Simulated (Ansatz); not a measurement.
**C₂H₅NSeSi: a ladder of functionals and wavefunction methods**

An exercise on one series of results from a longer session: the logs are not shown, and one member is left open.

Computed with Ansatz 0.2.0, Gaussian basis. Level: functionals in def2-TZVPP, the program's frozen cores in correlated methods.

Plan: PBE-D4, r2SCAN-D4, PBE0-D4, B3LYP-D4, ωB97X-V, ωB97M-V, B2PLYP; CCSD(T)/def2-TZVPP; MP2/def2-QZVPP; extrapolation to the limit.

**The geometry**

An earlier PBE0-D4 in a triple-zeta def2 set relaxation fixed the geometry.

SMILES `C[SiH2][Se]C#N`, 10 atoms, charge 0, spin multiplicity 1.

Atoms are counted from 1 here; the program's logs count them from 0.

Bond lengths: C1–Si2 1.855 Å, C1–H6 1.091 Å, C1–H7 1.092 Å, C1–H8 1.093 Å, Si2–Se3 2.320 Å, Si2–H9 1.485 Å, Si2–H10 1.482 Å, Se3–C4 1.830 Å, C4–N5 1.155 Å. Angles: Si2–C1–H6 111.0°, Si2–C1–H7 110.1°, Si2–C1–H8 109.9°, H6–C1–H7 108.7°, H6–C1–H8 108.8°, H7–C1–H8 108.4°, C1–Si2–Se3 110.5°, C1–Si2–H9 113.7°, C1–Si2–H10 112.4°, Se3–Si2–H9 101.5°, Se3–Si2–H10 107.8°, H9–Si2–H10 110.3°, Si2–Se3–C4 92.7°, Se3–C4–N5 179.5°.

Set-up of the first run:

in.yaml

```yaml
crystal:
  periodic: [false, false, false]
  atoms:
    - {symbol: C, position_ang: [-1.073968, -0.508716, 0.610804]}
    - {symbol: Si, position_ang: [0.683426, 0.049833, 0.815981]}
    - {symbol: Se, position_ang: [1.888759, -0.325204, -1.130362]}
    - {symbol: C, position_ang: [0.704493, 0.625984, -2.151480]}
    - {symbol: N, position_ang: [-0.049751, 1.218425, -2.794805]}
    - {symbol: H, position_ang: [-1.121565, -1.576216, 0.389608]}
    - {symbol: H, position_ang: [-1.549358, 0.038974, -0.205761]}
    - {symbol: H, position_ang: [-1.635016, -0.314461, 1.529006]}
    - {symbol: H, position_ang: [1.452331, -0.752379, 1.800506]}
    - {symbol: H, position_ang: [0.783750, 1.492463, 1.139601]}
basis:
  gaussian: {orbitals: def2-TZVPP}
hamiltonian: {xc: pbe, dispersion: d4}
output: {forces: true, orbitals: {seedname: orbitals}}
```

Started as:

```
$ ansatz run in.yaml --threads 4 --pin off --events-out ev --progress --plain --max-ram 10444MiB
```

Steps of the session up to this table: PBE-D4 (GGA); r2SCAN-D4 (meta-GGA); PBE0-D4 (hybrid); B3LYP-D4 (hybrid); ωB97X-V (range-separated); ωB97M-V (range-separated); B2PLYP (double hybrid); CCSD(T) in def2-TZVPP; MP2 in def2-QZVPP.

One table of the session follows, with a row left open; its other results are not shown here.

```
            method  atomisation energy (kcal/mol)
            PBE-D4                          909.1
         r2SCAN-D4                          887.0
           PBE0-D4                          888.1
          B3LYP-D4                          887.4
           ωB97X-V                          890.4
           ωB97M-V                          887.8
            B2PLYP                          878.2
     HF/def2-TZVPP                              ?
    MP2/def2-TZVPP                          879.1
   CCSD/def2-TZVPP                          843.9
CCSD(T)/def2-TZVPP                          861.4
           MP2/CBS                          905.0
       CCSD(T)/CBS                          887.2
```

Estimate the missing values for HF/def2-TZVPP.

As computed: atomisation energy (kcal/mol): 620.2. In the column «atomisation energy (kcal/mol)» it is the lowest.

Among the levels timed on like hardware and quicker than the yardstick, those that no quicker one beats, quickest first: PBE-D4 (2.3 s, +22.0 kcal/mol); PBE0-D4 (3 s, +0.9 kcal/mol); r2SCAN-D4 (4.2 s, -0.1 kcal/mol).

B2PLYP carry no dispersion term (for B3LYP, D4 adds 9.8 kcal/mol).

Limits of these values: All levels share the lack of spin-orbit coupling, which lowers the free heavy atoms and so the true binding.
